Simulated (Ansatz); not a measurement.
**H4OS2Si: basis-set convergence**

How large a basis does H4OS2Si need? Two functionals are run in growing sets.

Method: one geometry, several basis sets; program: Ansatz 0.2.0, Gaussian basis.

Plan: PBE0-D4/def2-SVP; ωB97M-V/def2-SVP; PBE0-D4/def2-QZVPP; ωB97M-V/def2-QZVPP; the functionals' def2-TZVPP values are taken from earlier runs.

## 1. The geometry

All runs share one geometry, relaxed beforehand with PBE0-D4 in a triple-zeta def2 set.

SMILES `O[SiH2]SS`, 8 atoms, charge 0, spin multiplicity 1.

Atoms are counted from 1 here; the program's logs count them from 0.

Bond lengths: O1–Si2 1.637 Å, O1–H5 0.960 Å, Si2–S3 2.146 Å, Si2–H6 1.484 Å, Si2–H7 1.480 Å, S3–S4 2.068 Å, S4–H8 1.347 Å. Angles: Si2–O1–H5 116.1°, O1–Si2–S3 112.9°, O1–Si2–H6 111.0°, O1–Si2–H7 107.0°, S3–Si2–H6 107.0°, S3–Si2–H7 106.6°, H6–Si2–H7 112.3°, Si2–S3–S4 95.0°, S3–S4–H8 98.4°.

Coordinates:

```xyz
8

O     0.2677    1.1428   -1.3420
Si    0.9285    0.2840   -0.1154
S     0.1550   -1.7137    0.0182
S    -1.8115   -1.1283    0.2762
H    -0.6815    1.2799   -1.2990
H     0.6692    0.9368    1.1923
H     2.3747    0.1590   -0.4047
H    -1.8100   -1.0175    1.6184
```

## 2. PBE0-D4 in def2-SVP

File in.yaml:

```yaml
crystal:
  periodic: [false, false, false]
  atoms:
    - {symbol: O, position_ang: [0.267652, 1.142810, -1.342020]}
    - {symbol: Si, position_ang: [0.928533, 0.283952, -0.115359]}
    - {symbol: S, position_ang: [0.155007, -1.713712, 0.018196]}
    - {symbol: S, position_ang: [-1.811544, -1.128349, 0.276234]}
    - {symbol: H, position_ang: [-0.681502, 1.279909, -1.299022]}
    - {symbol: H, position_ang: [0.669238, 0.936790, 1.192346]}
    - {symbol: H, position_ang: [2.374726, 0.159034, -0.404676]}
    - {symbol: H, position_ang: [-1.810010, -1.017533, 1.618400]}
basis:
  gaussian: {orbitals: def2-SVP}
hamiltonian: {xc: pbe0, dispersion: d4}
output: {orbitals: {seedname: orbitals}}
```

After this run come: ωB97M-V in def2-SVP; PBE0-D4 in def2-QZVPP; ωB97M-V in def2-QZVPP.

**Question.** What will the summary of the whole plan be? Wanted: PBE0-D4: double and triple zeta above quadruple; ωB97M-V: double and triple zeta above quadruple.

As calculated:

```
                                       quantity           value
PBE0-D4: double and triple zeta above quadruple  14.37, 1.06 eV
ωB97M-V: double and triple zeta above quadruple  14.32, 1.01 eV
```

What this shows: For PBE0-D4 the step from double to triple zeta gains 13.31 eV and the next only 1.06 eV. These are total energies; as a rule much of such shifts cancels in differences, which this series doesn't test. The LUMO of ωB97M-V is positive and keeps falling with the basis (1.22 to 0.55 eV): an unbound level that the basis holds in place.
